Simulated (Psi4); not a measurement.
**InH5S (In(H2S)H3) at MP2/def2-TZVP (core potential, density fitting for correlation, ddPCM water)**

What is the energy change on altering one bond length of InH5S (In(H2S)H3) at MP2/def2-TZVP (core potential, density fitting for correlation, ddPCM water)? 

The calculation is run with Psi4 1.11.

2 further runs of the same task are left out: 2 set aside as unsound or not needed.

## (1) The structure to begin with

InH5S: 7 atoms, total charge 0, spin state singlet. As SMILES, `[H][In]([H])([H])<-[SH2]`. The shape comes from GFN2-xTB, which is rough for such elements, and wasn't checked as a minimum.

Bond lengths: In1–S2 2.712 Å, S2–H3 1.332 Å, S2–H4 1.332 Å, In1–H5 1.691 Å, In1–H6 1.705 Å, In1–H7 1.691 Å. Angles: In1–S2–H3 91.0°, In1–S2–H4 90.7°, S2–In1–H5 98.1°, S2–In1–H6 91.1°, S2–In1–H7 97.7°, H3–S2–H4 92.4°, H5–In1–H6 118.3°, H5–In1–H7 120.5°, H6–In1–H7 118.3°.

## (2) The energy at MP2/def2-TZVP (core potential, density fitting for correlation, ddPCM water)

File run_ase.py:

```python
import numpy as np
from ase.calculators.psi4 import Psi4
from ase import Atoms

mol = Atoms(['In', 'S', 'H', 'H', 'H', 'H', 'H'], positions=[
    [0.135580, -0.224710, -1.100160],
    [0.147580, -0.258030, 1.612090],
    [0.509110, 1.023740, 1.648870],
    [-1.148820, 0.047740, 1.637400],
    [1.807850, -0.181210, -1.344390],
    [-0.720900, 1.249210, -1.112410],
    [-0.730410, -1.656740, -1.341400],
])
calc = Psi4(atoms=mol, method='mp2', basis='def2-TZVP', memory='1600MB', num_threads=1, charge=0, multiplicity=1, label='psi4-calc')
calc.psi4.set_options({'scf_type': 'direct', 'num_frozen_docc': 9, 'mp2_type': 'df', 'ddx': True, 'ddx_model': 'pcm', 'ddx_solvent': 'water', 'ddx_radii_set': 'uff'})
mol.calc = calc

print(f'energy: {mol.get_potential_energy():.6f} eV')
```

On the command line:

```sh
$ python run_ase.py
```

psi4-calc.dat:

```text
[...]
    !!!  WARNING: ECP capability is in beta. Please check occupations closely.  !!!
[...]
  Running in c1 symmetry.
[...]
  Nuclear repulsion =  114.580463889091533
[...]
  Multiplicity = 1
[...]
  Nalpha       = 21
  Nbeta        = 21
[...]
    Number of basis functions: 117
[...]
   @DF-RHF iter   1:  -589.53844783760815   -1.11104e+00   3.60348e-03 DIIS/ADIIS
[...]
   @RHF iter  16:  -589.63375774813414    7.95808e-13   5.95795e-09 DIIS
[...]
    Orbital Energies [Eh]
    ---------------------
    Doubly Occupied:
       1A    -91.997416     2A     -9.003752     3A     -6.685007
       4A     -6.684377     5A     -6.683649     6A     -5.359287
       7A     -3.619095     8A     -3.612483     9A     -3.612428
      10A     -1.031799    11A     -1.003168    12A     -1.002696
      13A     -1.000835    14A     -0.998776    15A     -0.998262
      16A     -0.619787    17A     -0.574808    18A     -0.532307
      19A     -0.421522    20A     -0.402614    21A     -0.395880
[...]
  @RHF Final Energy:  -589.63375774813414
   => Energetics <=
    Nuclear Repulsion Energy =            114.5804638890915328
    One-Electron Energy =               -1115.6386306068925478
    Two-Electron Energy =                 411.4367198089038311
    DD Solvation Energy =                 -0.0123108392370396
    Total Energy =                       -589.6337577481341441
[...]
 Multipole Moments:
 ------------------------------------------------------------------------------------
     Multipole            Electronic (a.u.)      Nuclear  (a.u.)        Total (a.u.)
 ------------------------------------------------------------------------------------
 L = 1.  Multiply by 2.5417464519 to convert [e a0] to [Debye]
 Dipole X            :          0.8987718           -1.1477355           -0.2489637
 Dipole Y            :         -1.3188170            1.7387936            0.4199765
 Dipole Z            :        -42.0598480           43.5021359            1.4422879
 Magnitude           :                                                    1.5226811
[...]
```

Standard output:

```text
energy: -16057.959792 eV
```

Wall time 15 s (1 thread of Intel Xeon 6975P-C (Granite Rapids), shared host); peak memory 0.28 GiB.

## (3) The distorted shape

File h5ins.dat:

```
memory 1600 mb

molecule molecule1 {
  0 1
  In    -0.198890    -0.233410    -1.051312
  S     -0.186890    -0.266730     1.660938
  H      0.174640     1.015040     1.697718
  H     -1.483290     0.039040     1.686248
  H      1.807850    -0.181210    -1.344390
  H     -1.055370     1.240510    -1.063562
  H     -1.064880    -1.665440    -1.292552
  symmetry c1
  no_reorient
  no_com
}

set scf_type direct
set num_frozen_docc 9
set mp2_type df
set ddx true
set ddx_model pcm
set ddx_solvent water
set ddx_radii_set uff

energy_value, wavefunction = energy("mp2/def2-TZVP", return_wfn=True)
```

On the command line:

```sh
$ psi4 h5ins.dat h5ins.out -n 1
```

h5ins.out:

```text
[...]
    !!!  WARNING: ECP capability is in beta. Please check occupations closely.  !!!
[...]
  Running in c1 symmetry.
[...]
  Nuclear repulsion =  113.286807966070839
[...]
  Multiplicity = 1
[...]
  Nalpha       = 21
  Nbeta        = 21
[...]
    Number of basis functions: 117
[...]
   @DF-RHF iter   1:  -589.54864608010837   -1.18906e+00   3.32225e-03 ADIIS/DIIS
[...]
   @RHF iter  17:  -589.62375901663859   -1.47793e-12   2.96220e-09 DIIS
[...]
    Orbital Energies [Eh]
    ---------------------
    Doubly Occupied:
       1A    -91.999910     2A     -9.006123     3A     -6.687369
       4A     -6.686741     5A     -6.686021     6A     -5.371203
       7A     -3.631266     8A     -3.624658     9A     -3.624583
      10A     -1.037314    11A     -1.014643    12A     -1.012998
      13A     -1.011565    14A     -1.009244    15A     -1.005936
      16A     -0.621211    17A     -0.566975    18A     -0.533002
      19A     -0.422159    20A     -0.402364    21A     -0.381748
[...]
  @RHF Final Energy:  -589.62375901663859
   => Energetics <=
    Nuclear Repulsion Energy =            113.2868079660708389
    One-Electron Energy =               -1112.7210418682636828
    Two-Electron Energy =                 409.8256606833663227
    DD Solvation Energy =                 -0.0151857978119938
    Total Energy =                       -589.6237590166385871
[...]
 Multipole Moments:
 ------------------------------------------------------------------------------------
     Multipole            Electronic (a.u.)      Nuclear  (a.u.)        Total (a.u.)
 ------------------------------------------------------------------------------------
 L = 1.  Multiply by 2.5417464519 to convert [e a0] to [Debye]
 Dipole X            :         15.7745982          -16.6068754           -0.8322771
 Dipole Y            :         16.8981150          -16.4809629            0.4171521
 Dipole Z            :         -6.3159222            7.9007900            1.5848678
 Magnitude           :                                                    1.8380715
[...]
```

Run time: 17 s. Hardware: 1 thread of Intel Xeon 6975P-C (Granite Rapids), shared host; peak memory 0.26 GiB.

## (4) Results

Level: MP2/def2-TZVP (core potential, density fitting for correlation, ddPCM water), 9 core orbitals frozen.

| quantity | value |
| --- | --- |
| first shape: total energy | -590.11914 Eh |
| first shape: HOMO energy (Hartree–Fock orbitals) | -10.77 eV |
| first shape: LUMO energy (Hartree–Fock orbitals) | 2.16 eV |
| first shape: HOMO–LUMO gap (Hartree–Fock orbitals) | 12.93 eV |
| first shape: correlation energy (9 core orbitals frozen) | -485.4 mEh |
| first shape: solvent term in the energy | -32.3 kJ/mol |
| distorted shape: total energy | -590.10446 Eh |
| distorted shape: HOMO energy (Hartree–Fock orbitals) | -10.39 eV |
| distorted shape: LUMO energy (Hartree–Fock orbitals) | 0.30 eV |
| distorted shape: HOMO–LUMO gap (Hartree–Fock orbitals) | 10.69 eV |
| distorted shape: correlation energy (9 core orbitals frozen) | -480.7 mEh |
| distorted shape: solvent term in the energy | -39.9 kJ/mol |
| energy change with the In1–H5 bond stretched from 1.691 to 2.029 Å | 0.399 eV |

In words: With the In1–H5 bond stretched from 1.691 to 2.029 Å the energy rises by 0.40 eV (38.5 kJ/mol). The first shape isn't relaxed at this level, so the change isn't measured from a minimum.
